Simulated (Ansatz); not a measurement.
# ScPt: the cost of one run

Method: DFT LDA, scalar-relativistic, plane waves, PAW, in Ansatz 0.2.0.

### Step 1. The starting structure

It takes space group Pm-3m (No. 221, cubic). Conventional cell: a = 3.270 Å, b = 3.270 Å, c = 3.270 Å, α = 90.00°, β = 90.00°, γ = 90.00°. Around Sc (site symmetry m-3m) lie 8 Pt at 2.83 Å. Pt (site symmetry m-3m) has 8 Sc at 2.83 Å as nearest neighbours.

Structure file:

```cif
data_structure
_symmetry_space_group_name_H-M 'Pm-3m'
_symmetry_Int_Tables_number 221
_cell_length_a 3.2700
_cell_length_b 3.2700
_cell_length_c 3.2700
_cell_angle_alpha 90.000
_cell_angle_beta 90.000
_cell_angle_gamma 90.000
_cell_volume 34.97
loop_
_atom_site_label
_atom_site_type_symbol
_atom_site_symmetry_multiplicity
_atom_site_Wyckoff_symbol
_atom_site_fract_x
_atom_site_fract_y
_atom_site_fract_z
_atom_site_occupancy
Sc1 Sc 1 b 0.50000 0.50000 0.50000 1
Pt1 Pt 1 a 0.00000 0.00000 0.00000 1
```

Source of the structure: the Crystallography Open Database.

(A quick probe on a coarse mesh, which set the mesh and smearing, is not shown.)

### Step 3. Full relaxation

input.yaml reads:

```yaml
crystal:
  lattice:
    - [3.27, 0.0, 0.0]
    - [0.0, 3.27, 0.0]
    - [0.0, 0.0, 3.27]
  atoms:
    - { symbol: Sc, position: [0.5, 0.5, 0.5] }
    - { symbol: Pt, position: [0.0, 0.0, 0.0] }
basis:
  ecutwfc: 420
kpoints:
  mp_grid: { grid: [14, 14, 14] }
hamiltonian:
  xc: lda
scf:
  occupations: { method: gaussian, width: 0.1 }
output:
  forces: true
  stress: true
  eigenvalues: true
relax:
  adjacent_minimum: "off"
  f_tol: 0.005
  max_steps: 80
  cell: { stress_tol: 0.05 }
```

Command:

```sh
$ ansatz run input.yaml --threads 1 --pin off --max-ram 2560MiB --backend cpu --events-out ev --progress --plain --runs-dir out
```

**Question.** How long does this run take on 1 thread of AMD EPYC 7R43 (Zen 3), shared host, and how much memory does it need?

About 25 s, with a peak of 0.51 GiB.
